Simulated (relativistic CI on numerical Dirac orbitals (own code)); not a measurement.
# Mo VI (Mo⁵⁺): levels and lines

Aim: the low levels of Mo⁵⁺, their labels and the strongest lines. Configurations built on the next ion are tied to the tabulated ionisation energy.

Method: Dirac-Coulomb-Breit CI, KLI orbitals optimised for each configuration, model QED (radiative potential, 1s self-energy scaled to tabulated hydrogen-like ionisation energies), valence Slater integrals scaled by 0.85, P86 correlation estimate, and configurations built on the next ion tied to the tabulated ionisation energy (semi-empirical). Code: relativistic CI on numerical Dirac orbitals (own code) version 3.

**1. What is computed**

- ion: Mo⁵⁺ (Mo VI)
- nuclear charge: 42
- electrons: 37
- isotope: A = 98
- first configuration typed: [Kr] 4d

Outer shells as boxes (Hund's rule):

first configuration typed
```
[Kr] core
4d [↑ ][  ][  ][  ][  ]
```

**2. The main run**

Input settings:

```ini
atom Mo  Z=42  charge=5  electrons=37
nucleus A=98  rms_radius_fm=4.4091
hamiltonian dirac-coulomb  breit=on  qed=on  c_scale=1
orbitals kli  potential=per-configuration
slater_scale 0.85
correlation anchor
mixing on
configurations
  [Kr] 4d
  [Kr] 5s
  [Kr] 5p
  [Kr] 5d
  [Kr] 6s
  [Kr] 4f
  [Kr] 5f
  [Ar] 3d10 4s2 4p5 4d2
  [Ar] 3d10 4s2 4p4 4d3
  [Kr] 6p
  [Ar] 3d10 4s 4p6 4d2
  [Ar] 3d10 4s2 4p5 4d 4f
  [Kr] 6d
  [Kr] 5g
  [Kr] 6f
  [Ar] 3d10 4s2 4p5 4d 5s
  [Ar] 3d10 4s2 4p5 4d 5p
  [Ar] 3d10 4s 4p6 4d 4f
  [Ar] 3d10 4p6 4d3
  [Ar] 3d10 4s2 4p4 4d 4f2
  [Ar] 3d10 4s2 4p5 4d 5d
  [Ar] 3d10 4s2 4p5 5s2
  [Ar] 3d10 4s2 4p5 4d 6s
end
```

The run is started by

```
$ python run_levels.py task.json out
```

One command runs all members of the session, one after another, from task.json.

Q: Predict the outcome of this session. Wanted: lowest level; first excitation; lowest level of the other parity; fastest E1 line; mean error of paired levels.

The runs gave:

```
                                                                         quantity                                value
                                                                     lowest level                             4d 2D3/2
                                                                 first excitation                4d 2D5/2, 2499.7 cm⁻¹
                                                 lowest level of the other parity               5p 2P°1/2, 184889 cm⁻¹
                                                              levels in the model                                 2241
fastest E1 line (by rate) to the lowest level among the lowest 140 of 2241 levels  22.80 nm, from 4p5 4d2 2D°3/2 (iii)
                                                      mean error of paired levels                    8445 cm⁻¹ over 14
```

In words: 4d 2D3/2 comes out lowest; its LS label holds 98 % and its jj label 98 %; over the low levels the means are 96 and 85 %, so LS coupling describes them better. Only configurations built on the next ion are tied to the tabulated ionisation energy; the others can be misplaced by 10,000 cm⁻¹ or more. Lifetimes count radiative decay inside the model alone.
